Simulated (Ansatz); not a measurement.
# C₂H₈B₂Cl₂: how energies converge with the basis set

The task here is to estimate one member of a computed series from the others.

Method: one geometry, several basis sets; program: Ansatz 0.2.0, Gaussian basis.

Levels to be run: PBE0-D4/def2-SVP; ωB97M-V/def2-SVP; PBE0-D4/def2-QZVPP; ωB97M-V/def2-QZVPP; the functionals' def2-TZVPP values are taken from earlier runs.

### Structure used throughout

An earlier PBE0-D4 in a triple-zeta def2 set relaxation fixed the geometry.

SMILES `C[B@H-]1[Cl+][B@@H-](C)[Cl+]1`, 14 atoms, charge 0, spin multiplicity 1.

Atoms are counted from 1 here; the program's logs count them from 0.

Bond lengths: C1–B2 1.563 Å, C1–H7 1.095 Å, C1–H8 1.095 Å, C1–H9 1.092 Å, B2–Cl3 1.977 Å, B2–Cl6 1.977 Å, B2–H10 1.192 Å, Cl3–B4 1.977 Å, B4–C5 1.563 Å, B4–Cl6 1.977 Å, B4–H11 1.192 Å, C5–H12 1.092 Å, C5–H13 1.095 Å, C5–H14 1.095 Å. Angles: B2–C1–H7 110.0°, B2–C1–H8 110.0°, B2–C1–H9 113.4°, H7–C1–H8 107.0°, H7–C1–H9 108.1°, H8–C1–H9 108.1°, C1–B2–Cl3 112.0°, C1–B2–Cl6 112.0°, C1–B2–H10 122.9°, Cl3–B2–Cl6 93.8°, Cl3–B2–H10 106.0°, Cl6–B2–H10 106.0°, B2–Cl3–B4 83.1°, Cl3–B4–C5 112.0°, Cl3–B4–Cl6 93.8°, Cl3–B4–H11 106.0°, C5–B4–Cl6 112.0°, C5–B4–H11 122.9° and more.

Coordinates:

```xyz
14

C    -1.81094    1.59184   -0.66370
B    -1.02207    0.88890    0.48808
Cl    0.93298    1.09918    0.28178
B     0.94411   -0.83370    0.69756
C     1.87250   -1.63528   -0.27126
Cl   -0.96833   -1.07396    0.25743
H    -2.87678    1.35431   -0.58650
H    -1.71822    2.67873   -0.57167
H    -1.47035    1.30507   -1.66094
H    -1.25391    1.07859    1.64161
H     1.02159   -0.91502    1.88404
H     1.66717   -1.44374   -1.32666
H     2.92053   -1.38535   -0.07744
H     1.76174   -2.70957   -0.09231
```

The first run:

File in.yaml:

```yaml
crystal:
  periodic: [false, false, false]
  atoms:
    - {symbol: C, position_ang: [-1.810942, 1.591840, -0.663705]}
    - {symbol: B, position_ang: [-1.022065, 0.888903, 0.488076]}
    - {symbol: Cl, position_ang: [0.932983, 1.099178, 0.281783]}
    - {symbol: B, position_ang: [0.944112, -0.833699, 0.697557]}
    - {symbol: C, position_ang: [1.872500, -1.635278, -0.271262]}
    - {symbol: Cl, position_ang: [-0.968334, -1.073956, 0.257428]}
    - {symbol: H, position_ang: [-2.876783, 1.354308, -0.586502]}
    - {symbol: H, position_ang: [-1.718220, 2.678728, -0.571668]}
    - {symbol: H, position_ang: [-1.470349, 1.305071, -1.660939]}
    - {symbol: H, position_ang: [-1.253914, 1.078589, 1.641606]}
    - {symbol: H, position_ang: [1.021592, -0.915016, 1.884044]}
    - {symbol: H, position_ang: [1.667165, -1.443742, -1.326661]}
    - {symbol: H, position_ang: [2.920529, -1.385355, -0.077438]}
    - {symbol: H, position_ang: [1.761735, -2.709572, -0.092309]}
basis:
  gaussian: {orbitals: def2-SVP}
hamiltonian: {xc: pbe0, dispersion: d4}
output: {orbitals: {seedname: orbitals}}
```

The run is started by

```bash
$ ansatz run in.yaml --threads 4 --pin off --events-out ev --progress --plain --max-ram 11315MiB
```

Among the steps run: PBE0-D4 in def2-SVP; ωB97M-V in def2-SVP; PBE0-D4 in def2-QZVPP; ωB97M-V in def2-QZVPP.

One table of the session follows, with a row left open; its other results are not shown here.

It belongs to the step «Density functionals: the series». 

```
functional       basis  HOMO (eV)  LUMO (eV)
   PBE0-D4    def2-SVP      -8.25       0.51
   PBE0-D4  def2-TZVPP      -8.31      -0.15
   PBE0-D4  def2-QZVPP      -8.33      -0.24
   ωB97M-V    def2-SVP     -10.50       2.70
   ωB97M-V  def2-TZVPP     -10.60       1.77
   ωB97M-V  def2-QZVPP          ?          ?
```

Estimate the missing values for ωB97M-V, def2-QZVPP.

**Answer.** HOMO (eV): -10.62; LUMO (eV): 1.44. In the column «HOMO (eV)» it is the lowest.
